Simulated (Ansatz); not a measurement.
**AuCl: one structure at several levels**

The task here is to estimate one member of a computed series from the others.

Method: single points in def2-TZVPP; program: Ansatz 0.2.0, Gaussian basis.

Cores are frozen in the correlated methods. Filled d shells of the heavier atoms are correlated. Core potentials replace the inner electrons past krypton, and spin-orbit coupling is left out.

## Where the work starts

SMILES `[Cl][Au]`, 2 atoms, charge 0, spin multiplicity 1.

Atoms are counted from 1 here; the program's logs count them from 0.

Bond lengths: Cl1–Au2 2.212 Å.

Coordinates:

```xyz
2

Cl    0.9152   -0.3301    0.4674
Au   -0.9695    0.3208   -0.4898
```

Set-up of the first run:

Input file run/in.yaml:

```yaml
crystal:
  periodic: [false, false, false]
  atoms:
    - {symbol: Cl, position_ang: [0.915200, -0.330100, 0.467400]}
    - {symbol: Au, position_ang: [-0.969500, 0.320800, -0.489800]}
basis:
  gaussian: {orbitals: def2-TZVPP}
correlation: {method: ccsd_t}
output: {forces: true}
```

The command line of these runs was not kept.

Steps of the session up to this table: CCSD(T)/def2-TZVPP; PBE0-D4/def2-TZVPP; wB97M-V/def2-TZVPP; r2SCAN-D4/def2-TZVPP; PBE-D4/def2-TZVPP; revPBE-D4/def2-TZVPP; wB97X-V/def2-TZVPP.

One table of the session follows, with a row left open; its other results are not shown here.

```
   method  RMS force component (eV/Å)  angle to CCSD(T) forces (°)  dipole (D)
  CCSD(T)                       0.125                    reference        3.94
  PBE0-D4                           ?                            ?           ?
  wB97M-V                       0.245                          0.0        4.25
r2SCAN-D4                       0.009                        180.0        3.50
   PBE-D4                       0.109                          0.0        3.17
revPBE-D4                       0.220                          0.0        3.21
  wB97X-V                       0.169                          0.0        4.33
```

**Question.** Estimate the row for PBE0-D4.

**Answer.** RMS force component (eV/Å): 0.080; angle to CCSD(T) forces (°): 0.0; dipole (D): 3.83. In the column «RMS force component (eV/Å)» it lies between r2SCAN-D4 (0.009) and PBE-D4 (0.109).
